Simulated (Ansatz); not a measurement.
# C2H5FGe: one species, many methods

How much do the methods differ for C2H5FGe? The plan is to run it at one geometry with functionals of several rungs and with coupled cluster, and see how far each lands from CCSD(T) at the basis-set limit for the atomisation energy.

Program: Ansatz 0.2.0, Gaussian basis. Level of theory: functionals in def2-TZVPP, the program's frozen cores in correlated methods. These are calculated values, not measurements.

The runs, in order: LDA (SPW92), PBE-D4, revPBE-D4, BLYP-D4, r2SCAN-D4, B97M-V, PBE0-D4, B3LYP-D4, r2SCANh-D4, r2SCAN0-D4, HSE06-D4, BHLYP-D4, CAM-B3LYP-D4, LC-ωPBE, ωB97X-V, ωB97M-V, B2PLYP, PBE-QIDH; CCSD(T)/def2-SVP; CCSD(T)/def2-TZVPP; MP2/def2-QZVPP; extrapolation to the limit; RPA on PBE.

**1. Structure used throughout**

The geometry comes from an earlier relaxation with PBE0-D4 in a triple-zeta def2 set; it is a stationary point, not always the lowest conformer.

9 atoms, charge 0, spin multiplicity 1.

Atoms are counted from 1 here; the program's logs count them from 0.

Bond lengths: F1–C2 1.368 Å, C2–C3 1.506 Å, C2–Ge4 1.954 Å, C2–H5 1.087 Å, C3–Ge4 1.959 Å, C3–H6 1.086 Å, C3–H7 1.085 Å, Ge4–H8 1.523 Å, Ge4–H9 1.521 Å. Angles: F1–C2–C3 116.3°, F1–C2–Ge4 122.2°, F1–C2–H5 110.7°, C3–C2–Ge4 67.5°, C3–C2–H5 116.5°, Ge4–C2–H5 117.4°, C2–C3–Ge4 67.2°, C2–C3–H6 114.2°, C2–C3–H7 118.2°, Ge4–C3–H6 112.8°, Ge4–C3–H7 123.2°, H6–C3–H7 113.6°, C2–Ge4–C3 45.3°, C2–Ge4–H8 118.7°, C2–Ge4–H9 118.9°, C3–Ge4–H8 119.9°, C3–Ge4–H9 115.2°, H8–Ge4–H9 118.4°.

**2. LDA**

This LDA is Slater exchange with PW92 correlation.

Input file in.yaml:

```yaml
crystal:
  periodic: [false, false, false]
  atoms:
    - {symbol: F, position_ang: [0.576071, -0.299954, -1.963816]}
    - {symbol: C, position_ang: [0.026402, 0.347006, -0.891234]}
    - {symbol: C, position_ang: [0.834020, 0.335546, 0.380382]}
    - {symbol: Ge, position_ang: [-0.871736, -0.611664, 0.555887]}
    - {symbol: H, position_ang: [-0.390617, 1.305055, -1.191644]}
    - {symbol: H, position_ang: [1.687205, -0.336037, 0.359509]}
    - {symbol: H, position_ang: [1.038913, 1.283487, 0.866307]}
    - {symbol: H, position_ang: [-2.044225, 0.058140, 1.260457]}
    - {symbol: H, position_ang: [-0.767531, -2.127878, 0.607152]}
basis:
  gaussian: {orbitals: def2-TZVPP}
hamiltonian: {xc: lda}
output: {orbitals: {seedname: orbitals}}
```

Command:

```bash
$ ansatz run in.yaml --threads 4 --pin off --events-out ev --progress --plain --max-ram 10444MiB
```

After this run come: PBE-D4 (GGA); revPBE-D4 (GGA); BLYP-D4 (GGA); r2SCAN-D4 (meta-GGA); B97M-V (meta-GGA); B3LYP-D4 (hybrid); r2SCANh-D4 (hybrid); r2SCAN0-D4 (hybrid); HSE06-D4 (hybrid); BHLYP-D4 (hybrid); CAM-B3LYP-D4 (range-separated); LC-ωPBE (range-separated); ωB97X-V (range-separated); ωB97M-V (range-separated); B2PLYP (double hybrid); PBE-QIDH (double hybrid); CCSD(T) in def2-SVP; CCSD(T) in def2-TZVPP; MP2 in def2-QZVPP; RPA on PBE orbitals.

**Question.** What will the summary of the whole plan be? Wanted: atomisation energy, CCSD(T)/CBS; farthest beyond LDA; mean size of error, GGA; mean size of error, meta-GGA; mean size of error, hybrid; mean size of error, range-separated; mean size of error, double hybrid; gap, smallest and largest; T1 diagnostic.

**Answer**, as computed:

| quantity | value |
| --- | --- |
| atomisation energy, CCSD(T)/CBS | 32.039 eV |
| functionals within 0.320 eV (1.0 %) | revPBE-D4, BLYP-D4, r2SCAN-D4, B97M-V, PBE0-D4, B3LYP-D4, r2SCANh-D4, HSE06-D4, CAM-B3LYP-D4, LC-ωPBE, ωB97X-V, ωB97M-V, PBE-QIDH |
| farthest beyond LDA | BHLYP-D4 (-1.265 eV) |
| mean size of error, GGA | 0.394 eV |
| mean size of error, meta-GGA | 0.109 eV |
| mean size of error, hybrid | 0.364 eV |
| mean size of error, range-separated | 0.072 eV |
| mean size of error, double hybrid | 0.347 eV |
| gap, smallest and largest | 4.89 eV (BLYP-D4), 11.55 eV (LC-ωPBE) |
| T1 diagnostic | 0.0118 |
| triples share of the correlation energy | 3.7 % |

What this shows: The LDA atomisation energy is off by 5.177 eV (16 %): it overbinds. PBE-D4 misses by +0.666 eV. Double hybrids carry the basis error of their MP2 part in triple zeta, and no dispersion term here, so their miss is partly the set-up's. The rungs range-separated, meta-GGA miss on average by less than the doubt on the reference (0.320 eV), so they tie. Misses under about 0.320 eV are within the doubt on the reference itself, which lacks core-valence correlation, relativity and higher excitations, and its outer-core shells are covered unevenly. Hartree-Fock recovers 71 % of the binding; the rest is correlation. CCSD(T) in def2-SVP is off by -1.794 eV, worse than the median functional, from the basis alone. Orbital gaps span 4.9 to 11.5 eV; exact exchange widens them. Correlated methods include outer-core shells of Ge, which these sets cover unevenly.
